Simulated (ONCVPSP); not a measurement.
# An ONCV potential for Cu, from input to tests

Task: generate the file, and judge it by its errors in other configurations, its logarithmic derivatives, its ghosts and its cutoff.

The numbers are computed with ONCVPSP 4.0.1.1 (patched build) (PBE, scalar-relativistic, spin-unpolarised reference atom).

## 1. Settings

The settings as typed:

| Quantity | Value |
| --- | --- |
| element | copper (Cu, Z = 29) |
| type | optimised norm-conserving Vanderbilt (ONCV) |
| frozen core | [Ne] |
| valence charge | 19 |
| reference configuration | 3s2 3p6 3d10 4s1 |
| partial waves | 3s+4s: rc 1.45 bohr, ncon 4, nbas 8, qcut 10.1 1/bohr, 2 projectors; 3p: rc 0.90 bohr, ncon 4, nbas 8, qcut 12 1/bohr, 2 projectors, debl 0.9 Ha; 3d: rc 0.75 bohr, ncon 4, nbas 7, qcut 12.5 1/bohr, 2 projectors, debl 1.6 Ha |
| local potential | polynomial inside 0.70 bohr (lpopt 1, dvloc0 -1 Ha) |
| core correction | polynomial model core, fcfact 0.75 |

The outer shells as boxes (Hund's rule for the drawing; the calculation is spin-unpolarised):

```
[Ne] core
3s [↑↓]
3p [↑↓][↑↓][↑↓]
3d [↑↓][↑↓][↑↓][↑↓][↑↓]
4s [↑ ]
```

## 2. Generation

Cu.dat reads:

```
# ATOM AND REFERENCE CONFIGURATION
# atsym  z   nc   nv     iexc    psfile
  Cu 29.00    3    4        4      upf
#
#   n    l    f
    1    0    2.00
    2    0    2.00
    2    1    6.00
    3    0    2.00
    3    1    6.00
    3    2   10.00
    4    0    1.00
#
# PSEUDOPOTENTIAL AND OPTIMIZATION
# lmax
    2
#
#   l,   rc,      ep,       ncon, nbas, qcut
    0    1.45    0.00    4    8   10.10
    1    0.90    0.00    4    8   12.00
    2    0.75    0.00    4    7   12.50
#
# LOCAL POTENTIAL
# lloc, lpopt,  rc(5),   dvloc0
    4    1    0.70   -1.00
#
# VANDERBILT-KLEINMAN-BYLANDER PROJECTORs
# l, nproj, debl
    0    2    1.30
    1    2    0.90
    2    2    1.60
#
# MODEL CORE CHARGE
# icmod, fcfact, rcfact
    1    0.75    0.00
#
# LOG DERIVATIVE ANALYSIS
# epsh1, epsh2, depsh
   -6.00    5.00    0.04
#
# OUTPUT GRID
# rlmax, drl
    6.00    0.01
#
# TEST CONFIGURATIONS
# ncnf
    4
# nvcnf
#   n    l    f
    4
    3    0    2.00
    3    1    6.00
    3    2   10.00
    4    0    0.00
#
    4
    3    0    2.00
    3    1    6.00
    3    2    9.00
    4    0    0.00
#
    4
    3    0    2.00
    3    1    6.00
    3    2    8.00
    4    0    0.00
#
    4
    3    0    2.00
    3    1    6.00
    3    2   10.00
    4    0    0.50
#
```

On the command line:

```
$ oncvpsp.x < Cu.dat > Cu.out
```

The output, Cu.out (without the consistency checks and plot data):

```text
ONCVPSP  (Optimized Norm-Conservinng Vanderbilt PSeudopotential)
scalar-relativistic version 4.0.1.1, modified

#   n    l    f        energy (Ha)
    1    0    2.00    -3.2527452E+02
    2    0    2.00    -3.9045224E+01
    2    1    6.00    -3.3698282E+01
    3    0    2.00    -4.2152924E+00
    3    1    6.00    -2.6512387E+00
    3    2   10.00    -1.8516466E-01
    4    0    1.00    -1.6941097E-01

Reference configufation results
  iterations    31
  all-electron total energy (Ha)   -1.65484922D+03

Begin loop to  construct optimized pseudo wave functions
and semi-local pseudopoentials for all angular momenta

Calculating optimized projector #   1

 for l=   0

    Fraction of norm inside rc  0.985598
    Optimizing pswf for qcut=  10.09 a_B^-1,  ecut=  50.89 Ha
    Residual kinetic energy error=  1.31D-08 Ha

    Energy error per electron        Cutoff
         Ha          eV             Ha
         0.01000     0.27211       13.00
         0.00100     0.02721       16.55
         0.00010     0.00272       28.91
         0.00001     0.00027       36.79

Calculating optimized projector #   2

 for l=   0

    Fraction of norm inside rc  0.066364
    Optimizing pswf for qcut=  10.09 a_B^-1,  ecut=  50.89 Ha
    Residual kinetic energy error=  5.13D-08 Ha

    Energy error per electron        Cutoff
         Ha          eV             Ha
         0.01000     0.27211        8.69
         0.00100     0.02721       13.16
         0.00010     0.00272       30.21
         0.00001     0.00027       38.46

WARNING wellstate: negative energy specified for n= 4 l=  1
WARNING scattering state with energy  0.25000000
WARNING will be used for the first projector

   Wellstate for l =  1  n =  4
     eigenvalue =   0.2500
     asymptotic potential =   0.7500
     half-point radius =  3.5631

Calculating optimized projector #   1

 for l=   1

    Fraction of norm inside rc  0.732111
    Optimizing pswf for qcut=  12.00 a_B^-1,  ecut=  72.01 Ha
    Residual kinetic energy error=  1.97D-05 Ha

    Energy error per electron        Cutoff
         Ha          eV             Ha
         0.01000     0.27211       34.92
         0.00100     0.02721       43.36
         0.00010     0.00272       50.66
         0.00001     0.00027      143.89

Calculating optimized projector #   2

 for l=   1

    Fraction of norm inside rc  0.032931
    Optimizing pswf for qcut=  12.00 a_B^-1,  ecut=  72.01 Ha
    Residual kinetic energy error=  3.33D-06 Ha

    Energy error per electron        Cutoff
         Ha          eV             Ha
         0.01000     0.27211       25.20
         0.00100     0.02721       35.42
         0.00010     0.00272       43.75
         0.00001     0.00027       52.44

   Wellstate for l =  2  n =  4
     eigenvalue =   1.4148
     asymptotic potential =   1.9148
     half-point radius =  2.5862

Calculating optimized projector #   1

 for l=   2

    Fraction of norm inside rc  0.408043
    Optimizing pswf for qcut=  12.52 a_B^-1,  ecut=  78.41 Ha
    Residual kinetic energy error=  4.94D-02 Ha

    Energy error per electron        Cutoff
         Ha          eV             Ha
         0.01000     0.27211      169.82
         0.00100     0.02721      297.77
         0.00010     0.00272      389.21

Calculating optimized projector #   2

 for l=   2

    Fraction of norm inside rc  0.087927
    Optimizing pswf for qcut=  12.52 a_B^-1,  ecut=  78.41 Ha
    Residual kinetic energy error=  1.49D-02 Ha

    Energy error per electron        Cutoff
         Ha          eV             Ha
         0.01000     0.27211       82.48
         0.00100     0.02721      163.17
         0.00010     0.00272      400.95
         0.00001     0.00027      512.43

Construct Vanderbilt / Kleinmman-Bylander projectors

B matrix Hermiticity error, ll=   0
   1   2    4.1681E-04

  Orthonormal projector coefficients  1.4479E+01  2.4880E+00

B matrix Hermiticity error, ll=   1
   1   2    3.4707E-04

  Orthonormal projector coefficients  7.9810E+00  1.5117E+00

B matrix Hermiticity error, ll=   2
   1   2    2.2845E-04

  Orthonormal projector coefficients -1.1977E+02 -1.2646E+01

Model core correction analysis
  based on d2Exc/dn_idn_j

d2excae - all-electron derivatives

   -4.336202D-02   -4.009056D-02   -2.734080D-02   -1.274715D-03
   -4.010690D-02   -3.838952D-02   -2.678040D-02   -1.257979D-03
   -2.747622D-02   -2.694083D-02   -2.229721D-02   -1.200444D-03
   -1.462866D-03   -1.529803D-03   -1.606892D-03   -2.953996D-04

d2excps - pseudofunction derivatives with no core correction

   -5.522379D-02   -4.060552D-02   -2.967802D-02   -1.979786D-03
   -4.062327D-02   -3.917223D-02   -2.955571D-02   -1.256930D-03
   -2.981406D-02   -2.971606D-02   -2.410011D-02   -1.261863D-03
   -2.168147D-03   -1.528714D-03   -1.668305D-03   -3.298730D-04

rms 2nd derivative error    3.282835E-03

Polynomial model core charge

d2excps - pseudofunction derivatives with core correction

   -3.854879D-02   -3.705547D-02   -2.813057D-02   -1.150612D-03
   -3.707154D-02   -3.789922D-02   -2.882172D-02   -1.078420D-03
   -2.826571D-02   -2.898208D-02   -2.360226D-02   -1.183976D-03
   -1.338708D-03   -1.350199D-03   -1.590416D-03   -2.888109D-04

rms 2nd derivative error    1.823673E-03

Pseudoatom total energy -197.830148

Diagnostic tests using Vanderbilt-Kleinman-Bylander pseudopotentials
  1 or more projectors used as specified by nproj input data

   l    rcore       rmatch      e in        delta e   norm test  slope test

   0   1.4532604   1.4973846  -4.2152924   0.0000058   1.0002517   1.0002181
   0   1.4532604   1.4973846  -0.1694110   0.0000020   1.0000238   1.0000174

   1   0.9005441   0.9278866  -2.6512387  -0.0000346   1.0002108   1.0002624
   1   0.9005441   0.9278866   0.2500000   0.0000441   1.0004682   1.0004682

   2   0.7526024   0.7754530  -0.1851647   0.0000445   1.0001622   1.0001287
   2   0.7526024   0.7754530   1.4148353   0.0000069   1.0004215   1.0004215

 Testing for bound ghosts
   n   l    E NL Schr. Eq   E Basis Diag.   E Cutoff

   1   0       -4.215287       -4.215285    125.56
   2   0       -0.169409       -0.085437    125.56

   2   1       -2.651273       -2.649987    373.15

   3   2       -0.185120       -0.092126    454.25

 Testing for highly-localized positive-energy ghosts
       l    <radius>/rc     E Basis Diag.   E Cutoff

       2        0.548840      170.520951    454.25  WARNING - GHOST(+)

Test configuration 0

   n   l     f        eae           eps        diff
   1   0  2.0000 -325.27451999
   2   0  2.0000  -39.04522397
   2   1  6.0000  -33.69828223
   3   0  2.0000   -4.21529237   -4.21528658    5.80D-06
   3   1  6.0000   -2.65123870   -2.65127327   -3.46D-05
   3   2 10.0000   -0.18516466   -0.18512014    4.45D-05
   4   0  1.0000   -0.16941097   -0.16940893    2.04D-06

    Total energies and differences
      AE_ref= -1.65484922D+03  AE_tst= -1.65484922D+03  dif=  0.00D+00
      PS_ref= -1.97830148D+02  PS_tst= -1.97830148D+02  dif= -2.53D-12
      PSP excitation error=  2.53D-12

Test configuration 1

   n   l     f        eae           eps        diff
   1   0  2.0000 -325.59186900
   2   0  2.0000  -39.35290449
   2   1  6.0000  -34.00678728
   3   0  2.0000   -4.53200588   -4.53139611    6.10D-04
   3   1  6.0000   -2.96913099   -2.96885649    2.74D-04
   3   2 10.0000   -0.50194273   -0.50188913    5.36D-05

    Total energies and differences
      AE_ref= -1.65484922D+03  AE_tst= -1.65454971D+03  dif=  3.00D-01
      PS_ref= -1.97830148D+02  PS_tst= -1.97530686D+02  dif=  2.99D-01
      PSP excitation error=  5.03D-05

Test configuration 2

   n   l     f        eae           eps        diff
   1   0  2.0000 -326.21755518
   2   0  2.0000  -39.99094519
   2   1  6.0000  -34.64342349
   3   0  2.0000   -5.15541721   -5.15590543   -4.88D-04
   3   1  6.0000   -3.58743895   -3.58756094   -1.22D-04
   3   2  9.0000   -1.08881248   -1.08877805    3.44D-05

    Total energies and differences
      AE_ref= -1.65484922D+03  AE_tst= -1.65376575D+03  dif=  1.08D+00
      PS_ref= -1.97830148D+02  PS_tst= -1.96746713D+02  dif=  1.08D+00
      PSP excitation error=  3.35D-05

Test configuration 3

psatom: WARNING lschvkbb convergence error n,l,iter=   3   2   3
ea(ii),et,emin,emax -1.851201E-01 -2.036321E-01 -2.036321E-01 -2.036321E-01
run_config: WARNING for fully non-local PS atom, stg. 1
 WARNING no output for configuration 4

Test configuration 4

psatom: WARNING lschvkbb convergence error n,l,iter=   3   2  29
ea(ii),et,emin,emax -2.476240E-01 -2.723864E-01 -2.723864E-01 -2.723864E-01
run_config: WARNING for fully non-local PS atom, stg. 1
 WARNING no output for configuration 5
```

It took 4.5 s on 1 thread of Intel Xeon Platinum 8375C at 2.90GHz, shared host.

The projector energies used in the p channel were -2.651, 0.250 Ha; the program set a typed value aside.

Partial waves on a coarse radial grid (AE all-electron, PS pseudo):

| r (bohr) | 3p AE | 3p PS |
| --- | --- | --- |
| 0.072 | -0.4937 | 0.0464 |
| 0.145 | -0.6297 | 0.1793 |
| 0.217 | -0.2897 | 0.3727 |
| 0.290 | 0.2046 | 0.5999 |
| 0.362 | 0.6426 | 0.8204 |
| 0.435 | 0.9630 | 1.0098 |
| 0.507 | 1.1516 | 1.1425 |
| 0.580 | 1.2346 | 1.2137 |
| 0.652 | 1.2387 | 1.2244 |
| 0.725 | 1.1906 | 1.1852 |
| 0.798 | 1.1112 | 1.1102 |
| 0.870 | 1.0169 | 1.0167 |
| 0.942 | 0.9168 | 0.9166 |
| 1.015 | 0.8159 | 0.8157 |
| 1.088 | 0.7198 | 0.7196 |
| 1.160 | 0.6318 | 0.6317 |
| 1.232 | 0.5517 | 0.5516 |
| 1.305 | 0.4788 | 0.4787 |
| 1.378 | 0.4140 | 0.4139 |
| 1.450 | 0.3578 | 0.3577 |
| 1.522 | 0.3085 | 0.3084 |
| 1.595 | 0.2649 | 0.2648 |
| 1.668 | 0.2270 | 0.2270 |
| 1.740 | 0.1948 | 0.1947 |
| 1.812 | 0.1669 | 0.1669 |
| 1.885 | 0.1426 | 0.1426 |

Densities times 4π (e/bohr³); a dash where the program caps the true core:

| r (bohr) | pseudo valence | true core | model core |
| --- | --- | --- | --- |
| 0.072 | 25.06 | – | 1025 |
| 0.217 | 51.49 | 677.4 | 523.8 |
| 0.362 | 88.67 | 64.47 | 64.47 |
| 0.507 | 82.93 | 4.84 | 4.84 |
| 0.652 | 50.02 | 0.343 | 0.343 |
| 0.798 | 28.14 | 0.02341 | 0.02341 |
| 0.942 | 15.15 | 0.001681 | 0.001681 |
| 1.088 | 8.071 | 0.0001185 | 0.0001185 |
| 1.232 | 4.467 | 8.836e-06 | 8.836e-06 |
| 1.378 | 2.57 | 6.89e-07 | 6.89e-07 |
| 1.522 | 1.574 | 6.385e-08 | 6.385e-08 |
| 1.668 | 1.008 | 0 | 0 |
| 1.812 | 0.681 | 0 | 0 |

## 3. Transferability, from the output's test configurations

2 tests gave no usable energy difference (3s2 3p6 3d8 4s0; 3s2 3p6 3d10 4s0.5).

Excitation and ionisation energies from 3s2 3p6 3d10 4s1, with the error of the potential.

| valence configuration | charge | ΔE all-electron (eV) | error AE − PS (meV) |
| --- | --- | --- | --- |
| 3s2 3p6 3d10 4s0 | +1 | 8.150 | +1.4 |
| 3s2 3p6 3d9 4s0 | +2 | 29.483 | +0.9 |

## 4. Does it scatter like the atom?

Taken from the files of the generation run. The phase is arctan(r·R′/R) of the radial function R, unwrapped, with energies in Ha. A pole is an energy at which the radial function vanishes at the test radius. The pseudo phase is shifted by a multiple of π to meet the all-electron one at the reference energy. Levels narrower than the energy grid can be missing from the poles. The last column is the largest difference on the grid between −0.5 and +0.5 Ha.

| channel | radius (bohr) | reference (Ha) | poles AE | poles PS | window around the reference with phases within 0.05 rad (Ha) | largest difference near zero (rad) |
| --- | --- | --- | --- | --- | --- | --- |
| s | 1.47 | -0.17 | -4.03 | -4.03 | the whole range | 0.000 |
| p | 0.91 | -2.65 | 0.94 | 0.94 | the whole range | 0.000 |
| d | 0.76 | -0.19 | none | none | the whole range | 0.000 |

Phases (rad) along the scan:

| E (Ha) | s AE | s PS | d AE | d PS |
| --- | --- | --- | --- | --- |
| -5.96 | 1.247 | 1.247 | 0.836 | 0.836 |
| -5.40 | 1.181 | 1.181 | 0.759 | 0.759 |
| -4.84 | 0.970 | 0.970 | 0.663 | 0.663 |
| -4.28 | -1.221 | -1.221 | 0.541 | 0.541 |
| -3.72 | -1.709 | -1.709 | 0.388 | 0.387 |
| -3.16 | -1.818 | -1.818 | 0.196 | 0.196 |
| -2.60 | -1.893 | -1.893 | -0.030 | -0.030 |
| -2.04 | -1.971 | -1.971 | -0.275 | -0.275 |
| -1.48 | -2.071 | -2.071 | -0.513 | -0.513 |
| -0.92 | -2.221 | -2.221 | -0.722 | -0.722 |
| -0.36 | -2.475 | -2.475 | -0.894 | -0.894 |
| 0.20 | -2.922 | -2.922 | -1.031 | -1.031 |
| 0.76 | -3.520 | -3.520 | -1.139 | -1.139 |
| 1.32 | -3.976 | -3.977 | -1.227 | -1.227 |
| 1.88 | -4.234 | -4.235 | -1.298 | -1.298 |
| 2.44 | -4.384 | -4.385 | -1.357 | -1.357 |
| 3.00 | -4.479 | -4.481 | -1.407 | -1.407 |
| 3.56 | -4.545 | -4.548 | -1.451 | -1.451 |
| 4.12 | -4.595 | -4.598 | -1.489 | -1.489 |
| 4.68 | -4.634 | -4.637 | -1.524 | -1.524 |

## 5. Convergence and ghost test

From the same output: the cutoffs (Ha) at which the residual kinetic energy of the hardest occupied pseudo-wave falls to 1 and 0.1 mHa per electron are 298 Ha and 389 Ha.

The program's own ghost test: no bound ghost flagged; GHOST(+) flagged for d at 4640.1 eV.

Cutoff (Ha) at which the first wave of each channel reaches a given error (Ha per electron):

| error | s | p | d |
| --- | --- | --- | --- |
| 1.0e-02 | 13.0 | 34.9 | 169.8 |
| 3.2e-03 | 14.8 | 39.3 | 269.1 |
| 1.0e-03 | 16.5 | 43.4 | 297.8 |
| 3.2e-04 | 19.3 | 47.0 | 319.7 |
| 1.0e-04 | 28.9 | 50.7 | 389.2 |
| 3.2e-05 | 33.3 | 55.6 | 456.4 |

## 6. What came out

| quantity | value |
| --- | --- |
| cutoffs for 1 and 0.1 mHa per electron, occupied waves | 298 Ha and 389 Ha |
| bound ghosts | none found |
| GHOST(+) flags | d at 4640 eV |
| largest test error (AE − PS) | +1.4 meV, for 3s2 3p6 3d10 4s0 (2 tests unsolved) |
| largest phase difference near zero energy, channels read | 0.000 rad |
| rms error of d²Exc/dn², without and with the model core | 3.28 and 1.82 mHa |
| projector energies reset by the program | p: -2.651, 0.250 Ha |

What this shows: The worst unpolarised test, 3s2 3p6 3d10 4s0, is off by 1.4 meV on 8.2 eV; by total energies transferability rates as very good where solved. Of the tests 2 gave no usable energy difference, which is a warning in itself. By its cutoff, 298 Ha for the looser tolerance, it is very hard. At the looser tolerance the 3d wave is the slowest; 3p needs 43 Ha. The program's ghost test flags no bound state. Near zero energy the phases of the channels with partial waves agree within 0.001 rad. The program also flags highly localised states, GHOST(+) (d).
